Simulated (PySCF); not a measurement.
**The bond of SiSb+, level by level**

The task here is to estimate one member of a computed series from the others.

The runs use PySCF 2.14.0; Si cc-pV(D+d)Z, Sb cc-pVDZ-PP with ECP28, scalar-relativistic core potentials.

The first run:

Settings of the job:

```json
{
  "atoms": "Si, Sb",
  "charge": "1",
  "basis": "Si cc-pV(D+d)Z, Sb cc-pVDZ-PP with ECP28",
  "Hamiltonian": "scalar-relativistic core potentials",
  "basis functions": "46",
  "electrons treated": "36",
  "masses in u": "27.9769, 120.9038",
  "levels": "PBE0, PBE, r²SCAN, PW91, LDA, TPSS, ωB97X, HF, MP2, SCS-MP2, CCSD, CCSD(T)",
  "grid": "80 radial by 434 angular points",
  "occupations": "held fixed by the projection of orbital angular momentum",
  "dissociation limit": "Si+ + Sb, each in its ground configuration",
  "starting distance in angstrom": "2.580",
  "values of 2S to try": "0, 2, 4"
}
```

Among the steps run: Set-up; PBE0 along the bond; Excited determinants; PBE; r²SCAN (meta-GGA); PW91; LDA (local density); TPSS (meta-GGA); ωB97X; UHF (mean field); Adding correlation.

One of the session's tables, all rows but one given; the rest of the session is left out.

Energy (eV) from each level's lowest point:

| R (Å) | UHF | UHF-MP2 | UHF-SCS-MP2 | UHF-CCSD | UHF-CCSD(T) |
| --- | --- | --- | --- | --- | --- |
| 2.182 | 0.979 | 1.050 | 1.059 | n/a | n/a |
| 2.283 | 0.418 | 0.460 | 0.471 | 0.507 | 0.533 |
| 2.385 | ? | ? | ? | ? | ? |
| 2.461 | 0.022 | 0.027 | 0.033 | 0.046 | 0.054 |
| 2.537 | 0.000 | 0.000 | 0.000 | 0.000 | 0.000 |
| 2.613 | 0.034 | 0.039 | 0.029 | 0.014 | 0.007 |
| 2.715 | 0.136 | 0.167 | 0.140 | 0.100 | 0.085 |
| 2.841 | 0.309 | 0.408 | 0.357 | 0.274 | 0.253 |
| 2.994 | 0.516 | 0.759 | 0.691 | 0.533 | 0.512 |
| 3.197 | 0.718 | 1.173 | 1.098 | n/a | n/a |

Q: Estimate the row for R (Å) = 2.385 from the others.

Worked estimate for «UHF». A straight line through the neighbours (2.283, 0.418) and (2.461, 0.022) gives 0.418 + (0.022 − 0.418) × (2.385 − 2.283) / (2.461 − 2.283) = 0.191; a parabola fitted to 4 rows on both sides gives 0.107.

The run gave: UHF: 0.120; UHF-MP2: 0.138; UHF-SCS-MP2: 0.148; UHF-CCSD: 0.171; UHF-CCSD(T): 0.187. In «UHF» the line misses by +0.071 and the parabola by -0.013.

The other levels ran on the lowest alone.
